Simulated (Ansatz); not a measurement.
# CdSe: the cost of one run

Computed with Ansatz 0.2.0 (DFT PBE, with the methods named in each step, unless a step's input says otherwise).

2 further runs of the same task are left out: 2 that didn't finish.

## 1. Starting point

It takes space group F-43m (No. 216, cubic). The conventional cell has a = 6.141 Å, b = 6.141 Å, c = 6.141 Å, α = 90.00°, β = 90.00°, γ = 90.00°. Cd (site symmetry -43m) has 4 Se at 2.66 Å as nearest neighbours. Around Se (site symmetry -43m) lie 4 Cd at 2.66 Å.

Structure file:

```xyz
2
Lattice="0.0000 3.0703 3.0703 3.0703 0.0000 3.0703 3.0703 3.0703 0.0000" Properties=species:S:1:pos:R:3 pbc="T T T"
Cd    0.0000    0.0000    0.0000
Se    1.5351    1.5351    1.5351
```

Whether this phase is the stable one at these pressures isn't tested.

Atoms are numbered in the order of the input: Cd1, Se2.

## 2. The reference volume, LAPW

input.yaml

```yaml
crystal:
  lattice:
    - [0.0, 3.0702711986, 3.0702711986]
    - [3.0702711986, 0.0, 3.0702711986]
    - [3.0702711986, 3.0702711986, 0.0]
  atoms:
    - { symbol: Cd, position: [0.0, 0.0, 0.0] }
    - { symbol: Se, position: [0.25, 0.25, 0.25] }
kpoints:
  mp_grid: { grid: [8, 8, 8] }
  band_path:
    path:
      - [0.0, 0.0, 0.0]
      - [-0.5, -0.5, 0.0]
      - [-0.375, -0.375, 0.25]
      - [-0.375, 0.0, 0.375]
      - [0.0, 0.0, 0.0]
      - [0.0, 0.0, 0.5]
      - [-0.5, -0.25, 0.25]
      - [-0.5, -0.5, 0.0]
    npoints: 14
scf:
  occupations: { method: fermi_dirac, width: 0.03 }
hamiltonian:
  xc: pbe
  pseudopotentials: { kind: all_electron, lapw: { basis_error: 0.001 } }
output:
  forces: true
  stress: true
  eigenvalues: true
  populations: true
```

Launch:

```sh
ansatz run input.yaml --threads 1 --pin off --max-ram 2048MiB --backend cpu --events-out ev --progress --plain --runs-dir out
```

Q: Estimate wall time and peak memory on 1 thread of Intel Xeon Platinum 8259CL at 2.50GHz (Skylake/Cascade Lake), shared host.

About 24 s, with a peak of 0.34 GiB.
